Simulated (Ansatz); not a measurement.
**HF/STO-3G run of CH4ClGa (SMILES [CH3][GaH][Cl])**

What is the vertical ionisation energy of CH4ClGa at HF/STO-3G? 

The calculation is run with Ansatz 0.2.0.

62 further runs of the same task are left out: 62 set aside as unsound or not needed. Runs told in other sessions of the task aren't counted.

## (1) The system as given

CH4ClGa: 7 atoms, total charge 0, spin state singlet. As SMILES, `[CH3][GaH][Cl]`. The shape is that of a PBE0-D4/def2-TZVP optimisation.

Bond lengths: C1–Ga2 1.952 Å, Ga2–Cl3 2.160 Å, C1–H4 1.093 Å, C1–H5 1.089 Å, C1–H6 1.093 Å, Ga2–H7 1.560 Å. Angles: C1–Ga2–Cl3 116.2°, C1–Ga2–H7 130.1°, Cl3–Ga2–H7 113.7°, Ga2–C1–H4 110.2°, Ga2–C1–H5 110.9°, Ga2–C1–H6 109.9°, H4–C1–H5 109.3°, H4–C1–H6 107.4°, H5–C1–H6 109.1°.

## (2) The energy at HF/STO-3G

Input file run.yaml:

```yaml
crystal:
  periodic: [false, false, false]
  atoms:
    - {symbol: C, position_ang: [-0.730500, 0.588300, -0.200700]}
    - {symbol: Ga, position_ang: [0.846300, -0.538100, 0.035700]}
    - {symbol: Cl, position_ang: [0.865000, -1.794800, 1.792800]}
    - {symbol: H, position_ang: [-0.435900, 1.637200, -0.283800]}
    - {symbol: H, position_ang: [-1.418300, 0.473600, 0.636300]}
    - {symbol: H, position_ang: [-1.245900, 0.318700, -1.126000]}
    - {symbol: H, position_ang: [2.119300, -0.684800, -0.854300]}
basis:
  gaussian:
    orbitals: STO-3G
hamiltonian:
  xc: hf
accuracy: high
output: {orbitals: {seedname: orbitals}}
```

Run with:

```console
$ ansatz run run.yaml --threads 1 --pin off --max-ram 3480MiB --events-out events.jsonl --progress --plain --runs-dir runs
```

The program printed:

```text
Warning: RAYON_NUM_THREADS=1 ignored (pool sized by the plan → 1); use --threads N
Functional definition: HF
  name "HF"
  exchange = exact_x
  correlation = 0
600 factors; integrals over basis functions are off by at most 3.2e-9 eV
mean field evaluation 1: about -65177.1071 eV, gradient 1.3e1 eV
mean field evaluation 2: about -65177.1770 eV, gradient 1.3e1 eV
mean field evaluation 4: about -65178.3382 eV, gradient 8.9e-1 eV
mean field evaluation 8: about -65178.3462 eV, gradient 3.2e-3 eV
mean field -65178.34562488 eV, -2395.2600222450 hartree, gradient 4.3e-8 eV, S^2 0.000000; 0 other end points of the search recorded, 0 dependent functions left out
reference -65178.34562488 eV, -2395.2600222450 hartree; 29, 29 occupied and 7, 7 virtual orbitals, 600 factors
Total energy: -65178.34562488 eV, -2395.2600222450 hartree
```

Wall time 0.28 s (1 thread of Intel Xeon 6975P-C (Granite Rapids), shared host).

## (3) The doublet cation

Input file input.yaml:

```yaml
crystal:
  periodic: [false, false, false]
  atoms:
    - symbol: C
      position_ang: [-0.730500, 0.588300, -0.200700]
    - symbol: Ga
      position_ang: [0.846300, -0.538100, 0.035700]
    - symbol: Cl
      position_ang: [0.865000, -1.794800, 1.792800]
    - symbol: H
      position_ang: [-0.435900, 1.637200, -0.283800]
    - symbol: H
      position_ang: [-1.418300, 0.473600, 0.636300]
    - symbol: H
      position_ang: [-1.245900, 0.318700, -1.126000]
    - symbol: H
      position_ang: [2.119300, -0.684800, -0.854300]
basis:
  gaussian: {orbitals: STO-3G}
total_charge: 1
magnetization: {spin_polarized: true, initial_magnetization: 1}
hamiltonian: {xc: hf}
accuracy: high
output: {orbitals: {seedname: orbitals}}
```

Run with:

```console
$ ansatz run input.yaml --threads 1 --pin off --max-ram 3480MiB --events-out events.jsonl --progress --plain --runs-dir runs
```

The program printed:

```text
Warning: RAYON_NUM_THREADS=1 ignored (pool sized by the plan → 1); use --threads N
Functional definition: HF
  name "HF"
  exchange = exact_x
  correlation = 0
598 factors; integrals over basis functions are off by at most 3.2e-9 eV
mean field evaluation 1: about -65168.5124 eV, gradient 2.6e1 eV
mean field evaluation 2: about -65168.5729 eV, gradient 2.6e1 eV
mean field evaluation 4: about -65174.1751 eV, gradient 3.3e0 eV
mean field evaluation 8: about -65174.4501 eV, gradient 7.3e-2 eV
mean field evaluation 16: about -65174.4539 eV, gradient 3.4e-2 eV
mean field evaluation 32: about -65174.4419 eV, gradient 3.9e-2 eV
mean field evaluation 64: about -65174.3627 eV, gradient 2.8e-1 eV
mean field evaluation 96: about -65174.2511 eV, gradient 9.0e-2 eV
mean field evaluation 128: about -65174.3402 eV, gradient 1.2e0 eV
mean field -65174.46084768 eV, -2395.1172593160 hartree, gradient 2.3e-8 eV, S^2 0.750640; 3 other end points of the search recorded, 0 dependent functions left out
reference -65174.46084768 eV, -2395.1172593160 hartree; 29, 28 occupied and 7, 8 virtual orbitals, 598 factors
Total energy: -65174.46084768 eV, -2395.1172593160 hartree
```

Run time: 1 s. Hardware: 1 thread of Intel Xeon 6975P-C (Granite Rapids), shared host; peak memory 0.12 GiB.

## (4) What came out

At HF/STO-3G:

```
                                                    quantity           value
                               singlet CH4ClGa: total energy  -2395.26002 Eh
                                singlet CH4ClGa: HOMO energy        -8.24 eV
                                singlet CH4ClGa: LUMO energy         4.32 eV
                              singlet CH4ClGa: HOMO–LUMO gap        12.56 eV
                                doublet cation: total energy  -2395.11726 Eh
          doublet cation: HOMO energy (highest over α and β)       -17.07 eV
           doublet cation: LUMO energy (lowest over α and β)        -5.18 eV
                                        doublet cation: ⟨S²⟩           0.751
vertical ionisation energy (to the doublet cation), in doubt        3.885 eV
```

The vertical ionisation energy comes to 3.88 eV (90 kcal/mol). The negative HOMO energy of the first species, 8.24 eV, lies 4.36 eV above that difference. This ionisation energy lies far from the orbital energy or is small for a neutral ground state: the minimal basis may be the cause, the hole may sit in another orbital, or the first species is not in its lowest state. In a minimal basis such a difference can be off by several eV, whatever the method.
